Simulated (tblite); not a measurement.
# C5H7Cl3Ge: the cost of one run

Computed with tblite 0.8.0 and PySCF 2.14.0, with density-fitted response routines of our own, on a single molecule in the gas phase. Atoms are numbered from 0 throughout.

## Step 1: The starting structure

16 atoms, charge 0, multiplicity 1; geometry from: force field or distance geometry start.

Bonds of the start (Å): C0–C1 1.32, C1–Ge2 1.93, C1–C3 1.49, C3–C4 1.36, C3–C5 1.51, C5–Cl6 1.79, C5–Cl7 1.80, C5–Cl8 1.78, C0–H9 1.09, C0–H10 1.08, Ge2–H11 1.54, Ge2–H12 1.56, Ge2–H13 1.56, C4–H14 1.08, C4–H15 1.09.

## Step 2: Relaxing the molecule with GFN2-xTB

The job: settings as JSON, then the geometry in Å.

```
{"job": {"kind": "relax", "xc": "GFN2-xTB", "basis": "xTB"}, "charge": 0, "multiplicity": 1}
C     -1.501300     0.934900    -0.611400
C     -0.712300    -0.000800    -0.126200
Ge    -1.446900    -1.722700     0.355000
C      0.721500     0.280200     0.155400
C      1.164300     0.100700     1.424600
C      1.635600     0.860800    -0.902300
Cl     1.036000     0.578500    -2.562100
Cl     3.278400     0.137400    -0.825400
Cl     1.798700     2.616000    -0.648700
H     -2.563200     0.733600    -0.778800
H     -1.138100     1.924800    -0.842900
H     -0.344700    -2.797600     0.305700
H     -2.048600    -1.644800     1.794000
H     -2.572100    -2.089700    -0.656400
H      2.176900     0.362800     1.698400
H      0.508200    -0.265100     2.209700
```

Command:

```sh
$ OMP_NUM_THREADS=1 python probes_run.py task.json out
```

One launch serves the whole session: the jobs run in the order shown.

Q: Estimate the wall time of this first job on 1 thread of Intel Xeon at 2.50GHz, shared host.

About 4.6 s.
